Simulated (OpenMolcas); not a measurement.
# W⁴⁺ among point charges: CASSCF and CASPT2 levels and susceptibility, part 2 of 2

Aim: the splitting of the states of W⁴⁺ in the field of 8 point charges, its lowest levels with spin-orbit coupling and its magnetic susceptibility.

OpenMolcas 26.06; ANO-RCC-VTZP, DKH2, active space 2 electrons in 5 orbitals (5d), orbitals: per spin and parity. Surroundings: 8 point charges of -1.2 e arranged as a cube (Oh), 1.92 Å from the ion.

## (6) CASPT2: IPEA 0.25, imaginary shift 0.1 (closed shells correlated: 4f 5s 5p)

Contents of a.inp:

```
>>> COPY JOB001 $Project.JobIph
&CASPT2
Multistate=10 1 2 3 4 5 6 7 8 9 10
NoMult
Frozen=14 9
IPEA=0.25
Imaginary=0.1
MaxIter=60
WThr=0.0 0.3 0.05
PrWF=0.5
NoMix
>>> COPY JOB002 $Project.JobIph
&CASPT2
Multistate=15 1 2 3 4 5 6 7 8 9 10 11 12 13 14 15
NoMult
Frozen=14 9
IPEA=0.25
Imaginary=0.1
MaxIter=60
WThr=0.0 0.3 0.05
PrWF=0.5
NoMix
```

Log:

```text
Orbital specifications:
      -----------------------

      Symmetry species                           1   2
                                                ag  au
      Frozen orbitals                           14   9
      Inactive orbitals                          1  10
      Active orbitals                            5   0
      Secondary orbitals                        31  34
      Deleted orbitals                           0   0
      Number of basis functions                 51  53
Type of calculation                        SS-CASPT2
      Fock operator                              state-specific
      IPEA shift                                 0.25
      Real shift                                 0.00
      Imaginary shift                            0.10
      The input orbitals will be transformed to quasi-canonical
Reference energy:      -16134.9682141405
      E2 (Non-variational):      -1.0702707963
      Shift correction:          -0.0001275402
      E2 (Variational):          -1.0703983365
      Total energy:          -16136.0386124770
      Residual norm:              0.0000005485
      Reference weight:           0.91436
      Contributions to the CASPT2 correlation energy
      Active & Virtual Only:         -0.0039325928
      One Inactive Excited:          -0.1154584343
      Two Inactive Excited:          -0.9508797693
Reference energy:      -16134.9215360375
      E2 (Non-variational):      -1.0724664265
      Shift correction:          -0.0001280290
      E2 (Variational):          -1.0725944556
      Total energy:          -16135.9941304931
      Residual norm:              0.0000000715
      Reference weight:           0.91396
      Contributions to the CASPT2 correlation energy
      Active & Virtual Only:         -0.0040403641
      One Inactive Excited:          -0.1187135421
      Two Inactive Excited:          -0.9497125204
::    CASPT2 Root  1     Total energy: -16136.03861248
::    CASPT2 Root  2     Total energy: -16135.99413049
::    CASPT2 Root  3     Total energy: -16135.99403397
::    CASPT2 Root  4     Total energy: -16135.99457527
::    CASPT2 Root  5     Total energy: -16135.96919875
::    CASPT2 Root  6     Total energy: -16135.96915164
::    CASPT2 Root  7     Total energy: -16135.96914877
::    CASPT2 Root  8     Total energy: -16135.92773864
::    CASPT2 Root  9     Total energy: -16135.92769315
::    CASPT2 Root 10     Total energy: -16135.92806765
Orbital specifications:
      -----------------------

      Symmetry species                           1   2
                                                ag  au
      Frozen orbitals                           14   9
      Inactive orbitals                          1  10
      Active orbitals                            5   0
      Secondary orbitals                        31  34
      Deleted orbitals                           0   0
      Number of basis functions                 51  53
Type of calculation                        SS-CASPT2
      Fock operator                              state-specific
      IPEA shift                                 0.25
      Real shift                                 0.00
      Imaginary shift                            0.10
      The input orbitals will be transformed to quasi-canonical
Reference energy:      -16134.9129600577
      E2 (Non-variational):      -1.0815448766
      Shift correction:          -0.0002880511
      E2 (Variational):          -1.0818329277
      Total energy:          -16135.9947929853
      Residual norm:              0.0000001180
      Reference weight:           0.90668
      Contributions to the CASPT2 correlation energy
      Active & Virtual Only:         -0.0138348471
      One Inactive Excited:          -0.1134066626
      Two Inactive Excited:          -0.9543033669
Reference energy:      -16134.9129600576
      E2 (Non-variational):      -1.0815539728
      Shift correction:          -0.0002881173
      E2 (Variational):          -1.0818420901
      Total energy:          -16135.9948021477
      Residual norm:              0.0000001180
      Reference weight:           0.90667
      Contributions to the CASPT2 correlation energy
      Active & Virtual Only:         -0.0138348480
      One Inactive Excited:          -0.1134032757
      Two Inactive Excited:          -0.9543158491
::    CASPT2 Root  1     Total energy: -16135.99479299
::    CASPT2 Root  2     Total energy: -16135.99480215
::    CASPT2 Root  3     Total energy: -16135.95839074
::    CASPT2 Root  4     Total energy: -16135.95011104
::    CASPT2 Root  5     Total energy: -16135.95010907
::    CASPT2 Root  6     Total energy: -16135.95007486
::    CASPT2 Root  7     Total energy: -16135.92992820
::    CASPT2 Root  8     Total energy: -16135.92998252
::    CASPT2 Root  9     Total energy: -16135.92966515
::    CASPT2 Root 10     Total energy: -16135.89127902
::    CASPT2 Root 11     Total energy: -16135.89126569
::    CASPT2 Root 12     Total energy: -16135.89127936
::    CASPT2 Root 13     Total energy: -16135.88978674
::    CASPT2 Root 14     Total energy: -16135.88978317
::    CASPT2 Root 15     Total energy: -16135.81491890
```

This run took 13 s in all on 1 thread of Arm Neoverse V1, shared host.

SS-CASPT2: lowest energy less the reference's lowest, -1.0704 hartree; reference weights 0.900 to 0.914.

States without spin-orbit coupling:

```
state  degeneracy  E (cm-1)  free-ion L (%)
  3A2           1         0         F (100)
   1E           2      9616          D (69)
  3T2           3      9737         F (100)
  3T1           3     15242          F (78)
  1A1           1     17607          G (89)
  1T2           3     19427          D (78)
  1T1           3     23869         G (100)
  3T1           3     24313          P (78)
  1T2           3     32337          G (78)
   1E           2     32664          G (69)
  1A1           1     49095          S (89)
```

With spin-orbit coupling:

```tsv
E (cm-1)	Degeneracy	Label	2S+1
0	3	T2	3
5470	2	E	3
10670	1	A2	3
11170	3	T2	3
11980	3	T1	3
15140	2	E	1
15400	1	A1	3
17480	3	T2	3
18840	2	E	3
18950	3	T1	3
20090	3	T2	1
22470	1	A1	1
25220	3	T1	3
26800	1	A1	3
28520	2	E	3
28920	3	T1	1
29960	3	T2	3
36120	3	T2	1
36430	2	E	1
53480	1	A1	1
```

Powder χT (cm³ K/mol): 0.12 at 2 K, 0.12 at 5 K, 0.12 at 10 K, 0.12 at 20 K, 0.13 at 50 K, 0.14 at 100 K, 0.14 at 150 K, 0.15 at 200 K, 0.16 at 250 K, 0.17 at 300 K.

## (7) The methods side by side

A. CASSCF
B. SS-CASPT2, IPEA 0.25, imaginary shift 0.1 (closed shells correlated: 4f 5s 5p)

```
method  ground state  first state of that spin (cm-1)  first gap with spin-orbit (cm-1)  χT at 300 K
     A           3A2                        3T2 10240                            6648.8         0.19
     B           3A2                         3T2 9737                            5469.6         0.17
```

## (8) Summary of results

This closing draws on all 2 parts.

| quantity | value |
| --- | --- |
| method | SS-CASPT2, IPEA 0.25, imaginary shift 0.1 (closed shells correlated: 4f 5s 5p) |
| spin-free ground state | 3A2, 1-fold in its orbital part |
| first state of the same spin within the active space | 3T2 at 9740 cm⁻¹ |
| lowest level | 3-fold T2 |
| next level | 5469.6 cm⁻¹ |
| χT at 300 K | 0.17 cm³ K/mol |
| effective moment at 300 K | 1.17 μB |

Cost by method:

```
                                                 method  time of its own steps  time with the reference
                                              A. CASSCF                  8.4 s                    8.4 s
B. SS-CASPT2, IPEA 0.25, imaginary shift 0.1, +4f 5s 5p                   13 s                     21 s
```

Times are of one thread on a shared host.

In words: The spin-free ground state (3A2) comes to 100 % from free-ion F terms and keeps the highest spin of the shell. χT at 300 K is 0.17, against 1.00 cm³ K/mol for the spin alone, so spin-orbit coupling lowers it. CASPT2 does not keep the components of a term degenerate, and the means are used. The field of point charges can differ much from that of real complexes. Point charges carry no covalency, so the field is a model and not that of real ligands.
